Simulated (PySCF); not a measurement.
**[PbCl3(H2O)]−: other functionals and bases at one geometry**

Aim: see how levels, charges and forces of [PbCl3(H2O)]− depend on the level of theory. The structure is generated, not taken from experiment.

Method: several levels, as the steps say, no spin–orbit coupling; program: PySCF 2.14.0.

1 further run of the same task is left out (for a known fault of the program).

### 1 The system as given

7 atoms, charge -1, spin multiplicity 1.

Bond lengths: Pb1–Cl2 2.584 Å, Pb1–Cl3 2.573 Å, Pb1–Cl4 2.584 Å, O5–H6 0.964 Å, O5–H7 0.964 Å. Angles: Cl2–Pb1–Cl3 100.8°, Cl2–Pb1–Cl4 101.6°, Cl3–Pb1–Cl4 100.8°, H6–O5–H7 102.0°.

Coordinates:

```
Pb   -0.3046   -0.0858    0.0858
Cl    1.3276    1.3650    1.4670
Cl   -0.9956   -1.8385    1.8385
Cl    1.3276   -1.4670   -1.3650
O    -2.0647    2.1874   -2.1874
H    -1.6209    2.4251   -1.3650
H    -1.6209    1.3650   -2.4251
```

Formal oxidation states: Pb +2. An earlier session relaxed this geometry at PBE0, Pb def2-SVP with ECP60, Cl def2-SVP, O def2-SVP, H def2-SVP (singlet, point group Cs).

At PBE0 on the finer grid: E = -1649.116593 Eh, HOMO -2.90 eV, LUMO 2.88 eV, Mulliken charge on Pb1 +0.48 e, largest force component 0.034 eV/Å. 

Levels to run: TPSS; CAM-B3LYP; PBE0, TZVP. Hardware: 2 threads of Arm Neoverse V1, shared host.

### 2 TPSS

run.py (the lines that set the calculation) reads:

```python
mol = gto.M(atom='''
Pb    -0.30456    -0.08575     0.08575
Cl     1.32764     1.36504     1.46703
Cl    -0.99560    -1.83851     1.83851
Cl     1.32764    -1.46703    -1.36504
O     -2.06466     2.18741    -2.18741
H     -1.62086     2.42512    -1.36498
H     -1.62086     1.36498    -2.42512''',
    basis={'Pb': 'def2-SVP', 'Cl': 'def2-SVP', 'O': 'def2-SVP', 'H': 'def2-SVP'},
    ecp={'Pb': 'def2-SVP'},
    charge=-1, spin=0)
mf = dft.RKS(mol, xc='TPSS')
mf.grids.atom_grid = (75, 302)
mf = mf.density_fit()  # fitting sets: Pb def2-universal-JKFIT, Cl def2-universal-JKFIT, O def2-universal-JKFIT, H def2-universal-JKFIT
mf.conv_tol = 1e-08; mf.max_cycle = 55
mf.kernel(dm0)  # dm0: the density of the relaxed state
```

Started as:

```sh
$ OMP_NUM_THREADS=2 python run.py
```

### 3 CAM-B3LYP

run.py (the lines that set the calculation): that of step 2 with these lines changed.

```diff
@@ -11,3 +11,3 @@
     charge=-1, spin=0)
-mf = dft.RKS(mol, xc='TPSS')
+mf = dft.RKS(mol, xc='CAMB3LYP')
 mf.grids.atom_grid = (75, 302)
```

### 4 PBE0, TZVP

Basis: Pb def2-TZVP with ECP60, Cl def2-TZVP, O def2-TZVP, H def2-TZVP. 

run.py (the lines that set the calculation): that of step 3 with these lines changed.

```diff
@@ -8,6 +8,6 @@
 H     -1.62086     1.36498    -2.42512''',
-    basis={'Pb': 'def2-SVP', 'Cl': 'def2-SVP', 'O': 'def2-SVP', 'H': 'def2-SVP'},
-    ecp={'Pb': 'def2-SVP'},
+    basis={'Pb': 'def2-TZVP', 'Cl': 'def2-TZVP', 'O': 'def2-TZVP', 'H': 'def2-TZVP'},
+    ecp={'Pb': 'def2-TZVP'},
     charge=-1, spin=0)
-mf = dft.RKS(mol, xc='CAMB3LYP')
+mf = dft.RKS(mol, xc='PBE0')
 mf.grids.atom_grid = (75, 302)
@@ -15,2 +15,2 @@
 mf.conv_tol = 1e-08; mf.max_cycle = 55
-mf.kernel(dm0)  # dm0: the density of the relaxed state
+mf.kernel(dm0)  # dm0: free metal ions and neutral atoms
```

Q: Predict the outcome of this session. Wanted: for each run, HOMO; gap; charge on Pb1; dipole; largest force.

The runs gave:

| level | state | HOMO (eV) | gap (eV) | charge on Pb1 (e) | dipole (D) | largest force (eV/Å) | basis functions | time |
| --- | --- | --- | --- | --- | --- | --- | --- | --- |
| PBE0 (relaxed here) | singlet | -2.90 | 5.78 | 0.48 | 3.81 | 0.03 | 104 | 15 s |
| TPSS | singlet | -1.86 | 4.19 | 0.43 | 3.70 | 0.52 | 104 | 7.4 s |
| CAM-B3LYP | singlet | -3.98 | 7.80 | 0.47 | 3.82 | 0.07 | 104 | 7.4 s |
| PBE0, TZVP | singlet | -3.38 | 5.73 | 0.69 | 4.02 | 0.23 | 204 | 18 s |

Times are on 2 threads of Arm Neoverse V1, shared host; the first row also made further properties. The dipole of a charged species depends on the origin, so these sizes hold for this origin alone.

In one basis the HOMO–LUMO gap runs from 4.19 eV (TPSS) to 7.80 eV (CAM-B3LYP). The largest leftover force, 0.52 eV/Å with TPSS, stands at a geometry relaxed at another level. The Mulliken charge on Pb spans +0.43 to +0.69 e over the levels. Total energies of different levels can't be compared. Spin–orbit coupling is left out throughout.
